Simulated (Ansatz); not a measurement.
# GaN: the cost of one run

Method: DFT LDA, scalar-relativistic, plane waves, PAW, in Ansatz 0.2.0.

The COD entry's cell or inner coordinates are ideal or old and differ from later refinements, so a difference from it is no clean test against experiment.

### Step 1. The starting structure

Symmetry: P6_3mc, No. 186, hexagonal system. Conventional cell: a = 3.180 Å, b = 3.180 Å, c = 5.166 Å, α = 90.00°, β = 90.00°, γ = 120.00°. Around Ga (site symmetry 3m) lie 4 N at 1.94 to 1.95 Å. N (site symmetry 3m) is surrounded by 4 Ga at 1.94 to 1.95 Å.

Structure file:

```cif
data_structure
_symmetry_space_group_name_H-M 'P6_3mc'
_symmetry_Int_Tables_number 186
_cell_length_a 3.1800
_cell_length_b 3.1800
_cell_length_c 5.1660
_cell_angle_alpha 90.000
_cell_angle_beta 90.000
_cell_angle_gamma 120.000
_cell_volume 45.24
loop_
_atom_site_label
_atom_site_type_symbol
_atom_site_symmetry_multiplicity
_atom_site_Wyckoff_symbol
_atom_site_fract_x
_atom_site_fract_y
_atom_site_fract_z
_atom_site_occupancy
Ga1 Ga 2 b 0.33333 0.66667 0.00000 1
N1 N 2 b 0.33333 0.66667 0.37500 1
```

Source of the structure: the Crystallography Open Database.

### Step 2. Probe: one point at the start

The input, input.yaml:

```yaml
crystal:
  lattice:
    - [3.1799996605, 0.0, 0.0]
    - [-1.5899998303, 2.75396049, 0.0]
    - [0.0, 0.0, 5.166]
  atoms:
    - { symbol: Ga, position: [0.3333333333, 0.6666666667, 0.0] }
    - { symbol: Ga, position: [0.6666666667, 0.3333333333, 0.5] }
    - { symbol: "N", position: [0.3333333333, 0.6666666667, 0.375] }
    - { symbol: "N", position: [0.6666666667, 0.3333333333, 0.875] }
basis:
  ecutwfc: 300.0
kpoints:
  mp_grid: { grid: [6, 6, 4] }
hamiltonian:
  xc: lda
scf:
  occupations: { method: gaussian, width: 0.1 }
output:
  forces: true
  stress: true
  eigenvalues: true
```

Launch:

```bash
$ ansatz run input.yaml --threads 1 --pin off --max-ram 2560MiB --backend cpu --events-out ev --progress --plain --runs-dir out
```

**Question.** How long does this run take on 1 thread of Intel Xeon at 2.70GHz, shared host, and how much memory does it need?

About 2.1 s, with a peak of 0.31 GiB.
